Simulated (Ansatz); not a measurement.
# C₂H₈F₂In₂: shape, modes and thermochemistry

Aim: relax C₂H₈F₂In₂ from a cheap starting geometry, check the end point by its vibrations and derive ideal-gas thermochemistry, and look at its orbitals and charge.

Program: Ansatz 0.2.0, Gaussian basis. Level of theory: RKS PBE0-D4/def2-TZVP. These are calculated values, not measurements.

The runs, in order: relaxation at PBE0-D4/def2-TZVP; harmonic vibrations at the same level; a single point in def2-TZVPP for the fields.

## (1) Where the work starts

SMILES `[CH3][InH-]1[F+][InH-]([CH3])[F+]1`, 14 atoms, charge 0, spin multiplicity 1.

Atoms are counted from 1 here; the program's logs count them from 0.

Bond lengths: C1–In2 2.198 Å, C1–H7 1.086 Å, C1–H8 1.088 Å, C1–H9 1.086 Å, In2–F3 2.267 Å, In2–F6 2.264 Å, In2–H10 1.700 Å, F3–In4 2.262 Å, In4–C5 2.198 Å, In4–F6 2.265 Å, In4–H11 1.701 Å, C5–H12 1.085 Å, C5–H13 1.087 Å, C5–H14 1.087 Å. Angles: In2–C1–H7 111.2°, In2–C1–H8 103.1°, In2–C1–H9 109.1°, H7–C1–H8 111.1°, H7–C1–H9 111.2°, H8–C1–H9 110.8°, C1–In2–F3 100.4°, C1–In2–F6 99.9°, C1–In2–H10 157.8°, F3–In2–F6 75.9°, F3–In2–H10 97.1°, F6–In2–H10 97.5°, In2–F3–In4 104.0°, F3–In4–C5 101.3°, F3–In4–F6 76.0°, F3–In4–H11 96.9°, C5–In4–F6 101.3°, C5–In4–H11 156.8° and more.

Coordinates:

```xyz
14

C    -1.6143    1.2107    2.3827
In    0.2003    1.4038    1.1577
F    -0.6290    0.8815   -0.8863
In   -0.1828   -1.3246   -1.1115
C     1.5875   -1.2766   -2.4132
F     0.7241   -0.7824    0.8924
H    -2.1199    2.1656    2.4895
H    -2.2207    0.5072    1.8162
H    -1.3470    0.7977    3.3510
H     1.6793    2.0516    0.6260
H    -1.6704   -1.8959   -0.5160
H     1.7902   -2.2452   -2.8585
H     2.3960   -0.9698   -1.7545
H     1.4065   -0.5238   -3.1755
```

The start is a GFN2-xTB geometry. In takes the def2 core potential; no spin-orbit term is included.

## (2) Relaxation at PBE0-D4/def2-TZVP

in.yaml

```yaml
crystal:
  periodic: [false, false, false]
  atoms:
    - {symbol: C, position_ang: [-1.614270, 1.210730, 2.382720]}
    - {symbol: In, position_ang: [0.200270, 1.403780, 1.157680]}
    - {symbol: F, position_ang: [-0.628950, 0.881520, -0.886350]}
    - {symbol: In, position_ang: [-0.182820, -1.324560, -1.111500]}
    - {symbol: C, position_ang: [1.587450, -1.276600, -2.413190]}
    - {symbol: F, position_ang: [0.724130, -0.782420, 0.892390]}
    - {symbol: H, position_ang: [-2.119860, 2.165550, 2.489500]}
    - {symbol: H, position_ang: [-2.220700, 0.507250, 1.816190]}
    - {symbol: H, position_ang: [-1.346970, 0.797740, 3.351040]}
    - {symbol: H, position_ang: [1.679350, 2.051630, 0.626040]}
    - {symbol: H, position_ang: [-1.670400, -1.895890, -0.516040]}
    - {symbol: H, position_ang: [1.790250, -2.245220, -2.858500]}
    - {symbol: H, position_ang: [2.396020, -0.969770, -1.754530]}
    - {symbol: H, position_ang: [1.406500, -0.523750, -3.175450]}
basis:
  gaussian: {orbitals: def2-TZVP}
hamiltonian: {xc: pbe0, dispersion: d4}
relax: {f_tol: 0.005, max_steps: 150}
```

Command:

```bash
ansatz run in.yaml --threads 4 --pin off --events-out ev --progress --plain --max-ram 11315MiB
```

After this run come: Harmonic vibrations; Orbitals, density and potential.

Q: Predict the results of all the runs planned. Wanted: point group; shift from the start; total energy; dispersion term; dipole moment; lowest, highest wavenumber; HOMO, LUMO.

The runs gave:

| quantity | value |
| --- | --- |
| point group | C1 |
| steps | 11 |
| shift from the start (rms) | 0.126 Å |
| total energy | -17984.5432 eV |
| dispersion term | -259 meV |
| dipole moment | 0.01 D |
| lowest, highest wavenumber | -8, 3168 cm⁻¹ |
| HOMO, LUMO | -7.90, -0.59 eV |

**Reading.** The atoms moved 0.13 Å (rms) from the start; the bond that changed most is In2–F3, from 2.267 to 2.149 Å. One or more small negative wavenumbers (down to -8 cm⁻¹) point to a very flat motion, so a minimum isn't proven. The stiffest mode, 3168 cm⁻¹, is a C–H stretch. Harmonic hybrid wavenumbers usually lie a few per cent above measured fundamentals. The largest Mulliken charge, +0.84 e, sits on In4. The HOMO lies mostly on C1, C5 about 17 % each; H10, H11 about 13 % each and the LUMO on In2, In4 about 18 % each; F3, F6 about 13 % each.
